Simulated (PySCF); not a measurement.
**SiSb: changing the method**

Starting from one script, swap the method and compare what comes out for SiSb.

Method: method and basis as typed in the scripts; program: PySCF 2.14.0.

5 further runs of the same task are left out: 1 for a known fault of the program, 4 that didn't finish.

**1. Where the work starts**

SiSb: 2 atoms, charge 0, spin multiplicity 2.

Bond lengths: Si1–Sb2 2.480 Å.

**2. Base script**

File input.py:

```python
from pyscf import gto, scf, mp

mol = gto.M(
    atom='Si 0 0 0; Sb 0 0 2.48',
    basis='crenbl',
    ecp={'Si': 'crenbl', 'Sb': 'crenbl'},
    charge=0,
    spin=1,
    verbose=4,
)
mf = scf.UHF(mol)
mf.kernel()
mp.MP2(mf).kernel()
mf.dip_moment()
print('orbital energies (hartree):', [e[max(0, n-3):n+3].round(4) for e, n in zip(mf.mo_energy, mol.nelec)])
```

On the command line:

```bash
$ OMP_NUM_THREADS=1 python input.py
```

The log of this run is left out.

In short: E(SCF) = -84.251200 Eh, 15 cycles, E(MP2) − E(SCF) = -0.31148 Eh, ⟨S²⟩ = 0.779, μ = 0.89 D (of the SCF density).

The bond length is a typed value, not an optimised one.

**3. Gradient**

Run 1 changes step after the SCF: mp2 → gradient.

Changes to input.py since step 2:

```diff
@@ -1,2 +1,2 @@
-from pyscf import gto, scf, mp
+from pyscf import gto, scf
 
@@ -12,3 +12,3 @@
 mf.kernel()
-mp.MP2(mf).kernel()
+mf.nuc_grad_method().kernel()
 mf.dip_moment()
```

On the command line:

```bash
$ OMP_NUM_THREADS=1 python input.py
```

What it wrote:

```text
PySCF version 2.14.0

[INPUT] verbose = 4
[INPUT] num. atoms = 2
[INPUT] num. electrons = 19
[INPUT] charge = 0
[INPUT] spin (= nelec alpha-beta = 2S) = 1
[INPUT] symmetry False subgroup None
[INPUT] Mole.unit = angstrom
[INPUT] Symbol           X                Y                Z      unit          X                Y                Z       unit  Magmom
[INPUT]  1 Si     0.000000000000   0.000000000000   0.000000000000 AA    0.000000000000   0.000000000000   0.000000000000 Bohr   0.0
[INPUT]  2 Sb     0.000000000000   0.000000000000   2.480000000000 AA    0.000000000000   0.000000000000   4.686520788921 Bohr   0.0

nuclear repulsion = 12.8026744577419
number of shells = 18
number of NR pGTOs = 48
number of NR cGTOs = 48
basis = crenbl
ecp = {'Si': 'crenbl', 'Sb': 'crenbl'}

******** <class 'pyscf.scf.uhf.UHF'> ********
method = UHF
initial guess = minao
damping factor = 0
level_shift factor = 0
DIIS = <class 'pyscf.scf.diis.CDIIS'>
diis_start_cycle = 1
diis_space = 8
diis_damp = 0
SCF conv_tol = 1e-09
SCF conv_tol_grad = None
SCF max_cycles = 50
direct_scf = True
direct_scf_tol = 1e-13
number electrons alpha = 10  beta = 9
Set gradient conv threshold to 3.16228e-05
init E= -74.6366157373291
[... the frontier-level lines of each cycle are left out ...]

cycle= 1 E= -83.3133632290003  delta_E= -8.68  |g|= 1.29  |ddm|= 12.3
cycle= 2 E= -82.5724231717704  delta_E= 0.741  |g|= 1.31  |ddm|=   14
cycle= 3 E= -84.0727419127535  delta_E= -1.5  |g|= 0.387  |ddm|= 7.27
cycle= 4 E= -84.2399264212804  delta_E= -0.167  |g|= 0.104  |ddm|= 1.26
cycle= 5 E= -84.249685425775  delta_E= -0.00976  |g|= 0.0341  |ddm|= 0.675
cycle= 6 E= -84.2511688631905  delta_E= -0.00148  |g|= 0.00621  |ddm|= 0.284
cycle= 7 E= -84.2512512288846  delta_E= -8.24e-05  |g|= 0.00374  |ddm|= 0.0695
cycle= 8 E= -84.2513044143945  delta_E= -5.32e-05  |g|= 0.00307  |ddm|= 0.0201
cycle= 9 E= -84.2512430207729  delta_E= 6.14e-05  |g|= 0.00227  |ddm|= 0.0136
cycle= 10 E= -84.2512001878387  delta_E= 4.28e-05  |g|= 0.000427  |ddm|= 0.0254
cycle= 11 E= -84.2512002286696  delta_E= -4.08e-08  |g|= 0.00019  |ddm|= 0.00371
cycle= 12 E= -84.251200322159  delta_E= -9.35e-08  |g|= 5.66e-05  |ddm|= 0.00233
cycle= 13 E= -84.2512003306243  delta_E= -8.47e-09  |g|= 2.01e-05  |ddm|= 0.000657
cycle= 14 E= -84.2512003317335  delta_E= -1.11e-09  |g|= 8.93e-06  |ddm|= 0.000156
cycle= 15 E= -84.2512003319834  delta_E= -2.5e-10  |g|= 3.38e-06  |ddm|= 9.24e-05
Extra cycle  E= -84.2512003319982  delta_E= -1.48e-11  |g|= 2.64e-06  |ddm|= 2.41e-05
converged SCF energy = -84.2512003319982  <S^2> = 0.77927913  2S+1 = 2.0290679

******** <class 'pyscf.grad.uhf.Gradients'> for <class 'pyscf.scf.uhf.UHF'> ********
unit = Eh/Bohr
--------------- UHF gradients ---------------
         x                y                z
0 Si    -0.0000000000    -0.0000000000    -0.0493352225
1 Sb     0.0000000000     0.0000000000     0.0493352225
----------------------------------------------
Dipole moment(X, Y, Z, Debye):  0.00000, -0.00000, -0.89010
orbital energies (hartree): [array([-0.3671, -0.2836, -0.2836, -0.0047, -0.0047,  0.1057]), array([-0.4879, -0.2738, -0.2738, -0.0517,  0.0063,  0.0063])]
```

Wall time 1.5 s (1 thread of Arm Neoverse V1, shared host).

Result: E(SCF) = -84.251200 Eh (no change), 15 cycles, ⟨S²⟩ = 0.779, μ = 0.89 D, gradient on the second atom 0.0493 Eh/bohr.

**4. ROHF**

Run 2 changes SCF type: UHF → ROHF.

File input.py:

```python
from pyscf import gto, scf, mp

mol = gto.M(
    atom='Si 0 0 0; Sb 0 0 2.48',
    basis='crenbl',
    ecp={'Si': 'crenbl', 'Sb': 'crenbl'},
    charge=0,
    spin=1,
    verbose=4,
)
mf = scf.ROHF(mol)
mf.kernel()
mp.MP2(mf).kernel()
mf.dip_moment()
print('orbital energies (hartree):', mf.mo_energy[..., max(0, mol.nelec[1]-3):mol.nelec[0]+3].round(4))
```

On the command line:

```bash
$ OMP_NUM_THREADS=1 python input.py
```

What it wrote:

```text
PySCF version 2.14.0

[INPUT] verbose = 4
[INPUT] num. atoms = 2
[INPUT] num. electrons = 19
[INPUT] charge = 0
[INPUT] spin (= nelec alpha-beta = 2S) = 1
[INPUT] symmetry False subgroup None
[INPUT] Mole.unit = angstrom
[INPUT] Symbol           X                Y                Z      unit          X                Y                Z       unit  Magmom
[INPUT]  1 Si     0.000000000000   0.000000000000   0.000000000000 AA    0.000000000000   0.000000000000   0.000000000000 Bohr   0.0
[INPUT]  2 Sb     0.000000000000   0.000000000000   2.480000000000 AA    0.000000000000   0.000000000000   4.686520788921 Bohr   0.0

nuclear repulsion = 12.8026744577419
number of shells = 18
number of NR pGTOs = 48
number of NR cGTOs = 48
basis = crenbl
ecp = {'Si': 'crenbl', 'Sb': 'crenbl'}

******** <class 'pyscf.scf.rohf.ROHF'> ********
method = ROHF
initial guess = minao
damping factor = 0
level_shift factor = 0
DIIS = <class 'pyscf.scf.diis.CDIIS'>
diis_start_cycle = 1
diis_space = 8
diis_damp = 0
SCF conv_tol = 1e-09
SCF conv_tol_grad = None
SCF max_cycles = 50
direct_scf = True
direct_scf_tol = 1e-13
num. doubly occ = 9  num. singly occ = 1
Set gradient conv threshold to 3.16228e-05
init E= -74.6366157373291
  HOMO = -0.472657820294281  LUMO = -0.24083528053508  gap/eV = 6.30821
cycle= 1 E= -83.3133632290003  delta_E= -8.68  |g|= 1.76  |ddm|= 12.3
  HOMO = -0.148216551358737  LUMO = 0.0515321010197788  gap/eV = 5.43544
cycle= 2 E= -82.399606305355  delta_E= 0.914  |g|= 1.75  |ddm|= 14.4
  HOMO = -0.168335204915804  LUMO = 0.0237989876000444  gap/eV = 5.22824
cycle= 3 E= -83.9965772292797  delta_E= -1.6  |g|= 0.594  |ddm|=  8.3
  HOMO = -0.222628617867495  LUMO = -0.0244941182868219  gap/eV = 5.39151
cycle= 4 E= -84.2406779317687  delta_E= -0.244  |g|= 0.0887  |ddm|=  1.6
  HOMO = -0.210179150671293  LUMO = -0.00205762785479939  gap/eV = 5.66328
cycle= 5 E= -84.2443209725217  delta_E= -0.00364  |g|= 0.0351  |ddm|= 0.363
  HOMO = -0.207179750676407  LUMO = -5.63196826729431e-05  gap/eV = 5.63612
cycle= 6 E= -84.2451476116744  delta_E= -0.000827  |g|= 0.00773  |ddm|= 0.161
  HOMO = -0.206321218381048  LUMO = 0.00048064264869852  gap/eV = 5.62737
cycle= 7 E= -84.2452085846313  delta_E= -6.1e-05  |g|= 0.00161  |ddm|= 0.0598
  HOMO = -0.206618719234146  LUMO = 0.000342792263333522  gap/eV = 5.63171
cycle= 8 E= -84.2452121050551  delta_E= -3.52e-06  |g|= 0.000809  |ddm|= 0.014
  HOMO = -0.206602845685913  LUMO = 0.00036389498444767  gap/eV = 5.63185
cycle= 9 E= -84.2452135238756  delta_E= -1.42e-06  |g|= 0.000228  |ddm|= 0.00482
  HOMO = -0.206624038856026  LUMO = 0.000358424009428696  gap/eV = 5.63228
cycle= 10 E= -84.2452138753311  delta_E= -3.51e-07  |g|= 0.000112  |ddm|= 0.00319
  HOMO = -0.206624454702335  LUMO = 0.000366443383480515  gap/eV = 5.63251
cycle= 11 E= -84.245213946153  delta_E= -7.08e-08  |g|= 2.55e-05  |ddm|= 0.00182
  HOMO = -0.206621450790679  LUMO = 0.000368746129052247  gap/eV = 5.63249
cycle= 12 E= -84.2452139488355  delta_E= -2.68e-09  |g|= 8.8e-06  |ddm|= 0.000248
  HOMO = -0.206621210368756  LUMO = 0.000368294428443019  gap/eV = 5.63247
cycle= 13 E= -84.245213949075  delta_E= -2.39e-10  |g|= 1.16e-06  |ddm|= 7.22e-05
  HOMO = -0.206620929368004  LUMO = 0.000368492968174847  gap/eV = 5.63247
Extra cycle  E= -84.2452139490768  delta_E= -1.72e-12  |g|= 1.06e-06  |ddm|= 5.41e-06
converged SCF energy = -84.2452139490768

WARN: RMP2 method does not support ROHF method. ROHF object is converted to UHF object and UMP2 method is called.

******** <class 'pyscf.mp.ump2.UMP2'> ********
nocc = (np.int64(10), np.int64(9)), nmo = (48, 48)
E(UMP2) = -84.5635124853857  E_corr = -0.318298536308899
E(SCS-UMP2) = -84.5452790247647  E_corr = -0.300065075687935
E_corr(same-spin) = -0.0944921167877822
E_corr(oppo-spin) = -0.223806419521117
Dipole moment(X, Y, Z, Debye): -0.00000,  0.00000, -0.86623
orbital energies (hartree): [-5.222e-01 -2.795e-01 -2.795e-01 -2.066e-01  4.000e-04  4.000e-04
  1.234e-01]
```

It took 1 s on 1 thread of Arm Neoverse V1, shared host.

Outcome: E(SCF) = -84.245214 Eh (+0.1629 eV from the base), 13 cycles, E(MP2) − E(SCF) = -0.31830 Eh, μ = 0.87 D (of the SCF density).

On these ROHF orbitals the MP2 class gives a UMP2 expression without the singles term, not ROMP2.

**5. M06 (UKS)**

Run 3 changes functional: none (Hartree–Fock) → m06; SCF type: UHF → UKS; step after the SCF: mp2 → analyze.

Changes to input.py since step 2:

```diff
@@ -1,2 +1,2 @@
-from pyscf import gto, scf, mp
+from pyscf import gto, dft
 
@@ -10,5 +10,5 @@
 )
-mf = scf.UHF(mol)
+mf = dft.UKS(mol, xc='m06')
 mf.kernel()
-mp.MP2(mf).kernel()
+mf.mulliken_pop()
 mf.dip_moment()
```

On the command line:

```bash
$ OMP_NUM_THREADS=1 python input.py
```

What it wrote:

```text
PySCF version 2.14.0

[INPUT] verbose = 4
[INPUT] num. atoms = 2
[INPUT] num. electrons = 19
[INPUT] charge = 0
[INPUT] spin (= nelec alpha-beta = 2S) = 1
[INPUT] symmetry False subgroup None
[INPUT] Mole.unit = angstrom
[INPUT] Symbol           X                Y                Z      unit          X                Y                Z       unit  Magmom
[INPUT]  1 Si     0.000000000000   0.000000000000   0.000000000000 AA    0.000000000000   0.000000000000   0.000000000000 Bohr   0.0
[INPUT]  2 Sb     0.000000000000   0.000000000000   2.480000000000 AA    0.000000000000   0.000000000000   4.686520788921 Bohr   0.0

nuclear repulsion = 12.8026744577419
number of shells = 18
number of NR pGTOs = 48
number of NR cGTOs = 48
basis = crenbl
ecp = {'Si': 'crenbl', 'Sb': 'crenbl'}

******** <class 'pyscf.dft.uks.UKS'> ********
method = UKS
initial guess = minao
damping factor = 0
level_shift factor = 0
DIIS = <class 'pyscf.scf.diis.CDIIS'>
diis_start_cycle = 1
diis_space = 8
diis_damp = 0
SCF conv_tol = 1e-09
SCF conv_tol_grad = None
SCF max_cycles = 50
direct_scf = True
direct_scf_tol = 1e-13
number electrons alpha = 10  beta = 9
XC library pyscf.dft.libxc version 7.0.0
    S. Lehtola, C. Steigemann, M. J.T. Oliveira, and M. A.L. Marques.,  SoftwareX 7, 1–5 (2018)
XC functionals = m06
    Y. Zhao and D. G. Truhlar.,  Theor. Chem. Acc. 120, 215 (2008)
    Y. Zhao and D. G. Truhlar.,  Theor. Chem. Acc. 120, 215 (2008)
radial grids:
    Treutler-Ahlrichs [JCP 102, 346 (1995); DOI:10.1063/1.469408] (M4) radial grids

becke partition: Becke, JCP 88, 2547 (1988); DOI:10.1063/1.454033
pruning grids: <function nwchem_prune>
grids dens level: 3
symmetrized grids: False
atomic radii adjust function: <function treutler_atomic_radii_adjust>
small_rho_cutoff = 0
Set gradient conv threshold to 3.16228e-05
tot grids = 41144
init E= -76.8286934393598
[... the frontier-level lines of each cycle are left out ...]

cycle= 1 E= -84.5806665378004  delta_E= -7.75  |g|=  1.7  |ddm|= 6.59
cycle= 2 E= -81.1184536406617  delta_E= 3.46  |g|= 1.93  |ddm|= 25.2
cycle= 3 E= -85.0494775261535  delta_E= -3.93  |g|= 0.826  |ddm|= 14.9
cycle= 4 E= -85.4291160626003  delta_E= -0.38  |g|= 0.804  |ddm|= 5.32
cycle= 5 E= -86.1001520538602  delta_E= -0.671  |g|= 0.253  |ddm|= 1.79
cycle= 6 E= -86.1448528740765  delta_E= -0.0447  |g|= 0.125  |ddm|= 1.33
cycle= 7 E= -86.1611667096241  delta_E= -0.0163  |g|= 0.0181  |ddm|= 0.36
cycle= 8 E= -86.1610910979136  delta_E= 7.56e-05  |g|= 0.0156  |ddm|= 0.209
cycle= 9 E= -86.1613578831707  delta_E= -0.000267  |g|= 0.00351  |ddm|= 0.0407
cycle= 10 E= -86.1613739525288  delta_E= -1.61e-05  |g|= 0.00108  |ddm|= 0.0214
cycle= 11 E= -86.1613786476726  delta_E= -4.7e-06  |g|= 0.000498  |ddm|= 0.00747
cycle= 12 E= -86.1613816806999  delta_E= -3.03e-06  |g|= 0.000405  |ddm|= 0.00722
cycle= 13 E= -86.1613858280945  delta_E= -4.15e-06  |g|= 0.000123  |ddm|= 0.0186
cycle= 14 E= -86.1613861647372  delta_E= -3.37e-07  |g|= 2.57e-05  |ddm|= 0.00583
cycle= 15 E= -86.1613861734159  delta_E= -8.68e-09  |g|= 4.26e-06  |ddm|= 0.00103
cycle= 16 E= -86.1613861734464  delta_E= -3.05e-11  |g|= 8.99e-07  |ddm|= 9.13e-05
Extra cycle  E= -86.1613861734479  delta_E= -1.53e-12  |g|= 1.23e-06  |ddm|= 2.62e-05
converged SCF energy = -86.1613861734479  <S^2> = 0.78850406  2S+1 = 2.0381404
 ** Mulliken pop       alpha | beta **
pop of  0 Si 3s        0.00001 | 0.00001
pop of  0 Si 4s       -0.09578 | -0.08895
pop of  0 Si 5s        0.65599 | 0.61128
pop of  0 Si 6s        0.38071 | 0.34436
pop of  0 Si 3px      -0.00014 | -0.00009
pop of  0 Si 3py      -0.00014 | -0.00009
pop of  0 Si 3pz      -0.00018 | -0.00001
pop of  0 Si 4px      -0.00201 | -0.00124
pop of  0 Si 4py      -0.00201 | -0.00124
pop of  0 Si 4pz      -0.00305 | -0.00023
pop of  0 Si 5px       0.20460 | 0.13372
pop of  0 Si 5py       0.20460 | 0.13372
pop of  0 Si 5pz       0.30835 | 0.02595
pop of  0 Si 6px       0.26732 | 0.20323
pop of  0 Si 6py       0.26732 | 0.20323
pop of  0 Si 6pz       0.17287 | 0.00357
pop of  1 Sb 5s       -1.12501 | -1.12008
pop of  1 Sb 6s        1.39483 | 1.38671
pop of  1 Sb 7s        0.70988 | 0.71343
pop of  1 Sb 5px      -0.01524 | -0.01937
pop of  1 Sb 5py      -0.01524 | -0.01937
pop of  1 Sb 5pz      -0.02319 | -0.00362
pop of  1 Sb 6px       0.23572 | 0.29598
pop of  1 Sb 6py       0.23572 | 0.29598
pop of  1 Sb 6pz       0.36443 | 0.06929
pop of  1 Sb 7px       0.30384 | 0.38362
pop of  1 Sb 7py       0.30384 | 0.38362
pop of  1 Sb 7pz       0.24939 | 0.05077
pop of  1 Sb 4dxy      0.24567 | 0.24553
pop of  1 Sb 4dyz      0.24511 | 0.24540
pop of  1 Sb 4dz^2     0.24487 | 0.24499
pop of  1 Sb 4dxz      0.24511 | 0.24540
pop of  1 Sb 4dx2-y2    0.24567 | 0.24553
pop of  1 Sb 5dxy      0.44871 | 0.44953
pop of  1 Sb 5dyz      0.44893 | 0.44944
pop of  1 Sb 5dz^2     0.44909 | 0.45075
pop of  1 Sb 5dxz      0.44893 | 0.44944
pop of  1 Sb 5dx2-y2    0.44871 | 0.44953
pop of  1 Sb 6dxy      0.26745 | 0.26654
pop of  1 Sb 6dyz      0.26618 | 0.26601
pop of  1 Sb 6dz^2     0.26472 | 0.26351
pop of  1 Sb 6dxz      0.26618 | 0.26601
pop of  1 Sb 6dx2-y2    0.26745 | 0.26654
pop of  1 Sb 7dxy      0.03817 | 0.03840
pop of  1 Sb 7dyz      0.04568 | 0.04330
pop of  1 Sb 7dz^2     0.05206 | 0.04826
pop of  1 Sb 7dxz      0.04568 | 0.04330
pop of  1 Sb 7dx2-y2    0.03817 | 0.03840
In total            10.00000 | 9.00000
 ** Mulliken atomic charges   ( Nelec_alpha | Nelec_beta ) **
charge of  0Si =      0.07429  (     2.35850      1.56721 )
charge of  1Sb =     -0.07429  (     7.64150      7.43279 )
Dipole moment(X, Y, Z, Debye): -0.00000,  0.00000,  0.49236
orbital energies (hartree): [array([-0.2556, -0.2195, -0.2195, -0.0892, -0.0892,  0.0011]), array([-0.4026, -0.2123, -0.2123, -0.1737, -0.0795, -0.0795])]
```

It took 6.4 s on 1 thread of Arm Neoverse V1, shared host; peak memory 0.21 GiB.

This run: E(SCF) = -86.161386 Eh, ⟨S²⟩ = 0.789, μ = 0.49 D (reversed against the base).

**6. Comparison**

```
      run  E(SCF) (hartree)  from base (eV)  cycles  gap, α spin (eV)  SCF dipole (D)              after the SCF
     base        -84.251200               0      15              7.59            0.89  MP2 correlation -8.476 eV
 gradient        -84.251200          0.0000      15              7.59            0.89                        n/a
     ROHF        -84.245214         +0.1629      13               n/a            0.87  MP2 correlation -8.661 eV
m06 (UKS)        -86.161386  not comparable      16              3.55            0.49                        n/a
```

Wall time on 1 thread of Arm Neoverse V1, shared host, start-up included: base 1.1 s; gradient 1.5 s; ROHF 1 s; m06 (UKS) 6.4 s.

**Reading.** Total energies of different functionals can't be compared with each other; differences within one functional can. The dearest run is “m06 (UKS)”, at 6.4 s against 1.1 s.
